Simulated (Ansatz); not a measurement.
# CH3BF2: the cost of one run

Program: Ansatz 0.2.0 through its Python package. Level of theory: PBE/6-31G*. These are calculated values, not measurements.

## (1) The structure

Bond lengths: B1–C2 1.597 Å, C2–F3 1.382 Å, C2–F4 1.382 Å, B1–H5 1.192 Å, B1–H6 1.192 Å, C2–H7 1.110 Å. Angles: B1–C2–F3 109.5°, B1–C2–F4 109.5°, B1–C2–H7 109.7°, F3–C2–F4 109.4°, F3–C2–H7 109.4°, F4–C2–H7 109.4°, C2–B1–H5 109.9°, C2–B1–H6 109.8°, H5–B1–H6 109.3°.

No structure file is read: the coordinates are typed or built in the script.

## (2) The code

Input file scan_ch3bf2.py:

```python
# -*- coding: utf-8 -*-
"""Stretching a bond of CH3BF2(-), the rest held rigid."""

import ansatz as az
from ase import Atoms
import numpy as np

BASIS = "6-31G*"
FUNCTIONAL = "PBE"
CHARGE = -1

atoms = Atoms(["B", "C", "F", "F", "H", "H", "H"], positions=[
    (0.9349, -0.094, -0.3116),
    (-0.6212, 0.0845, 0.001),
    (-1.3404, -0.8905, -0.6633),
    (-1.0377, 1.3312, -0.4252),
    (1.5607, 0.7468, 0.2557),
    (1.2996, -1.1694, 0.0504),
    (-0.7959, -0.0087, 1.0931),
])
ch3bf2 = az.Crystal.molecule_from_ase(atoms)

symbols = [site.symbol for site in ch3bf2.cartesian_sites]
start = np.array([site.position_ang for site in ch3bf2.cartesian_sites])
axis = (start[0] - start[1]) / np.linalg.norm(start[0] - start[1])
moving = [0, 4, 5]
lengths, energies = [1.406, 1.469, 1.533, 1.597, 1.661, 1.725, 1.789, 1.885], []
for length in lengths:
    xyz = start.copy()
    xyz[moving] += (length - np.linalg.norm(start[0] - start[1])) * axis
    point = az.Crystal.molecule()
    for symbol, place in zip(symbols, xyz):
        point = point.atom(symbol, place.tolist())
    base = (
        point.calculation()
        .basis(gaussian=BASIS)  # the orbital basis, by name
        .functional(FUNCTIONAL)
        .charge(CHARGE)  # electrons removed from the neutral system
        .spin("collinear", total=1)  # spin-polarised run
        .accuracy("medium")  # preset for grids and thresholds
        .scf(lower_state_search="light")
    )
    summary = base.run(threads=1).report
    energies.append(summary["free_energy_ev"])
    print(f"r = {length:6.3f} A  E = {energies[-1]:.5f} eV  <S^2> = {abs(summary['mean_field']['state']['spin_squared']):.3f}")

# quartic fit about the minimum
fit = np.polynomial.Polynomial.fit(lengths, np.array(energies) - min(energies), 4).convert()
roots = [r.real for r in fit.deriv().roots() if abs(r.imag) < 1e-9 and fit.deriv(2)(r.real) > 0]
r_e = min(roots, key=lambda r: abs(r - lengths[int(np.argmin(energies))]))
print(f"minimum of the fit at {r_e:.4f} A, force constant {fit.deriv(2)(r_e):.2f} eV/A^2")
```

## (3) Launch

Command:

```sh
> python scan_ch3bf2.py
```

**Question.** How long does this script take on 1 thread of Arm Neoverse V2, shared host, and how much memory does it need?

About 17 s, with a peak of 0.18 GiB.
